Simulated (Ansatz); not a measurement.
# C₂H₂Br₂Cl₂: vertical ionisation energy

How much energy removes an electron from C₂H₂Br₂Cl₂ at fixed geometry? The cation is run at each level and the neutral's energy taken from earlier runs.

The runs use Ansatz 0.2.0, Gaussian basis; unrestricted cation, the program's frozen cores in correlated methods.

Levels to be run: UKS PBE-D4/def2-TZVPP; UKS r2SCAN-D4/def2-TZVPP; UKS PBE0-D4/def2-TZVPP; UKS B3LYP-D4/def2-TZVPP; UKS wB97X-V/def2-TZVPP; UKS wB97M-V/def2-TZVPP; UKS B2PLYP/def2-TZVPP; UHF-CCSD(T)/def2-TZVPP; UHF-MP2/def2-QZVPP; extrapolation to the limit; then −ε(HOMO) from the neutral's earlier runs with LDA (SPW92), PBE-D4, revPBE-D4, BLYP-D4, r2SCAN-D4, B97M-V, PBE0-D4, B3LYP-D4, r2SCANh-D4, r2SCAN0-D4, HSE06-D4, BHLYP-D4, CAM-B3LYP-D4, LC-ωPBE, ωB97X-V, ωB97M-V.

**1. Structure used throughout**

An earlier PBE0-D4 in a triple-zeta def2 set relaxation fixed the geometry.

SMILES `Cl[C@H](Br)[C@H](Cl)Br`, 8 atoms, charge 0, spin multiplicity 1.

Atoms are counted from 1 here; the program's logs count them from 0.

Bond lengths: Cl1–C2 1.763 Å, C2–Br3 1.937 Å, C2–C4 1.522 Å, C2–H7 1.087 Å, C4–Cl5 1.763 Å, C4–Br6 1.937 Å, C4–H8 1.087 Å. Angles: Cl1–C2–Br3 109.5°, Cl1–C2–C4 110.6°, Cl1–C2–H7 108.3°, Br3–C2–C4 110.4°, Br3–C2–H7 106.9°, C4–C2–H7 111.0°, C2–C4–Cl5 110.6°, C2–C4–Br6 110.4°, C2–C4–H8 111.0°, Cl5–C4–Br6 109.5°, Cl5–C4–H8 108.3°, Br6–C4–H8 106.9°.

**2. Cation, UKS PBE-D4/def2-TZVPP**

Contents of in.yaml:

```yaml
crystal:
  periodic: [false, false, false]
  atoms:
    - {symbol: Cl, position_ang: [-1.906000, -0.842590, -0.629099]}
    - {symbol: C, position_ang: [-0.405507, 0.082267, -0.639509]}
    - {symbol: Br, position_ang: [0.696488, -0.490532, -2.126403]}
    - {symbol: C, position_ang: [0.341249, -0.094014, 0.674458]}
    - {symbol: Cl, position_ang: [-0.679013, 0.370124, 2.034823]}
    - {symbol: Br, position_ang: [1.956650, 0.975443, 0.683646]}
    - {symbol: H, position_ang: [-0.650298, 1.127201, -0.812289]}
    - {symbol: H, position_ang: [0.646451, -1.127908, 0.814384]}
basis:
  gaussian: {orbitals: def2-TZVPP}
total_charge: 1
magnetization: {spin_polarized: true, initial_magnetization: 1}
hamiltonian: {xc: pbe, dispersion: d4}
```

Started as:

```console
> ansatz run in.yaml --threads 2 --pin off --events-out ev --progress --plain --max-ram 22528MiB --backend cpu
```

Further steps of the session: Cation, UKS r2SCAN-D4/def2-TZVPP; Cation, UKS PBE0-D4/def2-TZVPP; Cation, UKS B3LYP-D4/def2-TZVPP; Cation, UKS wB97X-V/def2-TZVPP; Cation, UKS wB97M-V/def2-TZVPP; Cation, UKS B2PLYP (frozen core)/def2-TZVPP; Cation, UHF-CCSD(T)/def2-TZVPP; Cation, UHF-MP2/def2-QZVPP.

**Question.** What will the summary of the whole plan be? Wanted: ionisation energy, CCSD(T)/CBS; nearest functional by difference; nearest −ε(HOMO); −ε(HOMO) of PBE; T1 of the cation.

**Answer**, as computed:

| quantity | value |
| --- | --- |
| ionisation energy, CCSD(T)/CBS | 10.62 eV |
| nearest functional by difference | ωB97X-V (-0.17 eV) |
| nearest −ε(HOMO) | LC-ωPBE (+0.16 eV) |
| −ε(HOMO) of PBE | 6.75 eV |
| T1 of the cation | 0.043 |

Energy differences with functionals land within 1.21 eV of the reference. The PBE orbital energy is 3.9 eV too small: a semilocal HOMO is no ionisation energy. Among orbital estimates LC-ωPBE comes nearest. Hartree-Fock falls 0.74 eV short, as the neutral has more correlation energy than the cation. The cation's T1 (from the report) is 0.043, near the customary mark of 0.045 for open shells, so the coupled-cluster value is less safe. The cation may have settled in a state other than its lowest; no search over hole states beyond the program's own was made. Correlated methods include outer-core shells of Br, which these sets cover unevenly. With outer-core shells in play the reference is unsure by up to some tenths of an eV, so close misses can't be ranked.
